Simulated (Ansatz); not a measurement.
# AlAsBH5 (SMILES [BH2][AlH][AsH2]): functionals against CCSD(T) at one geometry

A test off equilibrium: a structure displaced at random from a GFN2-xTB minimum is computed at several levels, and each is set against CCSD(T).

Method: single points in def2-TZVPP; program: Ansatz 0.2.0, Gaussian basis.

Cores are frozen in the correlated methods. Filled d shells of the heavier atoms are correlated.

## 1. The system as given

8 atoms, charge 0, spin multiplicity 1.

Atoms are counted from 1 here; the program's logs count them from 0.

Bond lengths: B1–Al2 2.041 Å, B1–H4 1.162 Å, B1–H5 1.238 Å, Al2–As3 2.455 Å, Al2–H6 1.617 Å, As3–H7 1.591 Å, As3–H8 1.567 Å. Angles: Al2–B1–H4 122.1°, Al2–B1–H5 126.7°, H4–B1–H5 111.2°, B1–Al2–As3 127.7°, B1–Al2–H6 118.8°, As3–Al2–H6 113.5°, Al2–As3–H7 79.3°, Al2–As3–H8 80.5°, H7–As3–H8 92.3°.

Coordinates:

```
B    -1.1609    0.7551   -0.8812
Al    0.3586    0.6244    0.4748
As    1.6881   -1.3570    1.0537
H    -1.5348   -0.1669   -1.4809
H    -1.8007    1.7721   -1.1787
H     0.8021    1.9555    1.2777
H     1.5740   -1.5292   -0.5238
H     0.2491   -1.9332    1.2849
```

## 2. CCSD(T)/def2-TZVPP

The input, run/in.yaml:

```yaml
crystal:
  periodic: [false, false, false]
  atoms:
    - {symbol: B, position_ang: [-1.160900, 0.755100, -0.881200]}
    - {symbol: Al, position_ang: [0.358600, 0.624400, 0.474800]}
    - {symbol: As, position_ang: [1.688100, -1.357000, 1.053700]}
    - {symbol: H, position_ang: [-1.534800, -0.166900, -1.480900]}
    - {symbol: H, position_ang: [-1.800700, 1.772100, -1.178700]}
    - {symbol: H, position_ang: [0.802100, 1.955500, 1.277700]}
    - {symbol: H, position_ang: [1.574000, -1.529200, -0.523800]}
    - {symbol: H, position_ang: [0.249100, -1.933200, 1.284900]}
basis:
  gaussian: {orbitals: def2-TZVPP}
correlation: {method: ccsd_t}
output: {forces: true}
```

The command line of these runs was not kept.

## 3. PBE0-D4/def2-TZVPP

run/in.yaml: that of step 2 with these lines changed.

```diff
@@ -13,3 +13,3 @@
   gaussian: {orbitals: def2-TZVPP}
-correlation: {method: ccsd_t}
-output: {forces: true}
+hamiltonian: {xc: pbe0, dispersion: d4}
+output: {forces: true, orbitals: {seedname: orbitals}}
```

## 4. wB97M-V/def2-TZVPP

run/in.yaml: that of step 3 with these lines changed.

```diff
@@ -13,3 +13,3 @@
   gaussian: {orbitals: def2-TZVPP}
-hamiltonian: {xc: pbe0, dispersion: d4}
-output: {forces: true, orbitals: {seedname: orbitals}}
+hamiltonian: {xc: {name: wB97M-V}}
+output: {forces: true}
```

## 5. r2SCAN-D4/def2-TZVPP

run/in.yaml: that of step 4 with these lines changed.

```diff
@@ -13,3 +13,3 @@
   gaussian: {orbitals: def2-TZVPP}
-hamiltonian: {xc: {name: wB97M-V}}
+hamiltonian: {xc: r2scan, dispersion: d4}
 output: {forces: true}
```

## 6. PBE-D4/def2-TZVPP

run/in.yaml: that of step 5 with these lines changed.

```diff
@@ -13,3 +13,3 @@
   gaussian: {orbitals: def2-TZVPP}
-hamiltonian: {xc: r2scan, dispersion: d4}
+hamiltonian: {xc: pbe, dispersion: d4}
 output: {forces: true}
```

## 7. SPW92/def2-TZVPP

run/in.yaml: that of step 6 with these lines changed.

```diff
@@ -13,3 +13,3 @@
   gaussian: {orbitals: def2-TZVPP}
-hamiltonian: {xc: pbe, dispersion: d4}
+hamiltonian: {xc: lda}
 output: {forces: true}
```

## 8. BLYP-D4/def2-TZVPP

run/in.yaml: that of step 7 with these lines changed.

```diff
@@ -13,3 +13,3 @@
   gaussian: {orbitals: def2-TZVPP}
-hamiltonian: {xc: lda}
+hamiltonian: {xc: {name: BLYP}, dispersion: d4}
 output: {forces: true}
```

(Steps that only read results are left out.)

Q: Predict the outcome of this session. Wanted: energy less free atoms, CCSD(T)/def2-TZVPP; RMS force component; RMS force error; HOMO and LUMO, PBE0-D4; T1 diagnostic.

The runs gave:

| quantity | value |
| --- | --- |
| energy less free atoms, CCSD(T)/def2-TZVPP | -1987.6 kJ/mol |
| RMS force component | 0.599 to 0.723 eV/Å over the methods |
| RMS force error | PBE0-D4 0.044, wB97M-V 0.054, r2SCAN-D4 0.043, PBE-D4 0.166, SPW92 0.184, BLYP-D4 0.167 eV/Å |
| HOMO and LUMO, PBE0-D4 | -7.04 and -3.33 eV |
| T1 diagnostic | 0.011 |

Against CCSD(T) the functionals' energies less atoms differ by -305.2 to -38.0 kJ/mol, PBE-D4 by -51.1 kJ/mol. The reference is not at the basis limit: in triple zeta CCSD(T) underbinds, which counts against methods that bind more; the gaps are no ranking. On forces the order runs from r2SCAN-D4 to SPW92. Frozen-core CCSD(T) forces in triple zeta carry basis errors of their own, and this is one geometry, so small gaps rank nothing.
